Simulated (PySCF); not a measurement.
# The bond of CsF, level by level

The task here is to estimate one member of a computed series from the others.

The runs use PySCF 2.14.0; Cs def2-SVP with ECP46, F def2-SVP, scalar-relativistic core potentials.

Set-up of the first run:

Settings of the job:

```yaml
atoms: Cs, F
charge: 0
basis: Cs def2-SVP with ECP46, F def2-SVP
Hamiltonian: scalar-relativistic core potentials
basis_functions: 38
electrons_treated: 18
masses_in_u: 132.9054, 18.9984
levels: PBE0, PBE, r²SCAN, B97-3, r²SCANh, TPSSh, HF, MP2, SCS-MP2, CCSD, CCSD(T)
grid: 80 radial by 434 angular points
occupations: held fixed by the projection of orbital angular momentum
dissociation_limit: Cs + F, each in its ground configuration
starting_distance_in_angstrom: 2.820
values_of_2S_to_try: 0, 2
```

Run with:

```bash
$ OMP_NUM_THREADS=1 python dia.py task.json out
```

Steps of the session up to this table: Set-up; PBE0 along the bond; Other states along the same grid; PBE; r²SCAN; B97-3; r²SCANh (hybrid meta-GGA); TPSSh; RHF (mean field); MP2 and coupled cluster.

One table of the session follows, with a row left open; its other results are not shown here.

It belongs to the step «The curves together». Energy (eV) from each level's lowest point:

| R (Å) | RHF | RHF-MP2 | RHF-SCS-MP2 | RHF-CCSD | RHF-CCSD(T) |
| --- | --- | --- | --- | --- | --- |
| 2.064 | 0.900 | 0.855 | 0.869 | n/a | n/a |
| 2.160 | 0.428 | 0.401 | 0.411 | 0.409 | 0.407 |
| 2.256 | 0.155 | 0.141 | 0.146 | 0.145 | 0.144 |
| 2.328 | ? | ? | ? | ? | ? |
| 2.400 | 0.000 | 0.000 | 0.000 | 0.000 | 0.000 |
| 2.472 | 0.001 | 0.007 | 0.005 | 0.005 | 0.006 |
| 2.568 | 0.056 | 0.070 | 0.065 | 0.066 | 0.068 |
| 2.688 | 0.185 | 0.209 | 0.202 | 0.203 | 0.205 |
| 2.832 | 0.391 | 0.430 | 0.420 | 0.422 | 0.424 |
| 3.024 | 0.709 | 0.770 | 0.757 | n/a | n/a |

**Question.** Estimate the row for R (Å) = 2.328.

Worked estimate for «RHF». A straight line through the neighbours (2.256, 0.155) and (2.400, 0.000) gives 0.155 + (0.000 − 0.155) × (2.328 − 2.256) / (2.400 − 2.256) = 0.077; a parabola fitted to 4 rows on both sides gives 0.043.

**Answer.** RHF: 0.046; RHF-MP2: 0.040; RHF-SCS-MP2: 0.043; RHF-CCSD: 0.042; RHF-CCSD(T): 0.041. In «RHF» the line misses by +0.031 and the parabola by -0.003.
